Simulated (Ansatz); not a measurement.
**ScCu: how the settings move a single-point run**

Aim: see which settings change the result for ScCu, by how much, and at what cost.

Computed with Ansatz 0.2.0 (reference: DFT, PBEsol, all-electron LAPW, scalar-relativistic, unless a step's input says otherwise).

## (1) The starting structure

Symmetry: Pm-3m, No. 221, cubic system. Conventional cell: a = 2.891 Å, b = 2.891 Å, c = 2.891 Å, α = 90.00°, β = 90.00°, γ = 90.00°. Sc (site symmetry m-3m) has 8 Cu at 2.50 Å as nearest neighbours. Around Cu (site symmetry m-3m) lie 8 Sc at 2.50 Å.

Structure file:

```xyz
2
Lattice="2.8910 0.0000 0.0000 0.0000 2.8910 0.0000 0.0000 0.0000 2.8910" Properties=species:S:1:pos:R:3 pbc="T T T"
Sc    1.4455    1.4455    1.4455
Cu    0.0000    0.0000    0.0000
```

## (2) Baseline

File input.yaml:

```yaml
crystal:
  lattice:
    - [2.8910154297, 0.0, 0.0]
    - [0.0, 2.8910154297, 0.0]
    - [0.0, 0.0, 2.8910154297]
  atoms:
    - { symbol: Sc, position: [0.5, 0.5, 0.5] }
    - { symbol: Cu, position: [0.0, 0.0, 0.0] }
kpoints:
  mp_grid: { grid: [11, 11, 11] }
  band_path:
    path:
      - [0.0, 0.0, 0.0]
      - [0.0, 0.5, 0.0]
      - [0.5, 0.5, 0.0]
      - [0.0, 0.0, 0.0]
      - [0.5, 0.5, 0.5]
      - [0.0, 0.5, 0.0]
      - [0.5, 0.5, 0.5]
      - [0.5, 0.5, 0.0]
    npoints: 6
scf:
  occupations: { method: fermi_dirac, width: 0.05 }
hamiltonian:
  xc: pbesol
  pseudopotentials: { kind: all_electron, lapw: { basis_error: 0.001 } }
output:
  forces: true
  stress: true
  eigenvalues: true
  populations: true
```

Launch:

```bash
$ ansatz run input.yaml --threads 1 --pin off --max-ram 2048MiB --backend cpu --events-out ev --progress --plain --runs-dir out
```

## (3) Variant: mp_grid.grid [6, 6, 6], mp_grid.shift [0.5, 0.5, 0.5], hubbard.sites [{species: Sc, l: d, u_eff: 3.0}], hubbard.double_counting fll

input.yaml: that of step 2 with these lines changed.

```diff
@@ -9,3 +9,3 @@
 kpoints:
-  mp_grid: { grid: [11, 11, 11] }
+  mp_grid: { grid: [6, 6, 6], shift: [0.5, 0.5, 0.5] }
   band_path:
@@ -26,2 +26,3 @@
   pseudopotentials: { kind: all_electron, lapw: { basis_error: 0.001 } }
+  hubbard: { sites: [{ species: Sc, l: d, u_eff: 3.0 }], double_counting: fll }
 output:
```

What does the calculation give? Wanted: for each run, ending; energy change; pressure; gap; force.

The runs gave:

| run | ending | energy change | pressure (GPa) | gap (eV) | force (eV/Å) | cycles | time |
| --- | --- | --- | --- | --- | --- | --- | --- |
| reference | converged | 0 | 58.1 | 0.00 | 0.00 | 10 | 20 s |
| 1: mp_grid.grid [6, 6, 6], mp_grid.shift [0.5, 0.5, 0.5], hubbard.sites [{species: Sc, l: d, u_eff: 3.0}], hubbard.double_counting fll | converged | +1.31 eV/atom (U changed: no physical gain or loss) | 65.4 | 0.00 | 0.00 | 10 | 9.2 s |

Residual by cycle in the longest SCF loop of each run; runs are numbered as in the table. The quantity is the density residual dr2, in eV.

| cycle | reference | run 1 |
| --- | --- | --- |
| 1 | 4.87 | 1.59 |
| 2 | 3.99 | 4.56 |
| 3 | 2.07 | 1.78 |
| 4 | 0.131 | 0.951 |
| 5 | 0.00946 | 0.164 |
| 6 | 0.00132 | 0.0183 |
| 7 | 2.7e-4 | 0.00297 |
| 8 | 1.9e-5 | 1.4e-4 |
| 9 | 2.0e-6 | 2.2e-6 |
| 10 | 9.1e-9 | 3.2e-9 |

What this shows: Changing the k-point mesh and Hubbard U moves the energy by +1.31 eV/atom, and the pressure goes from 58.1 to 65.4 GPa. The U term adds an energy of its own, so the shift says nothing about which run is better. Cost: 9.2 s against 20 s. A changed U is a change of model: its shifts are not errors of convergence. The structure is not at rest: the sound run finds 58 GPa, so these are no properties of the relaxed crystal. 
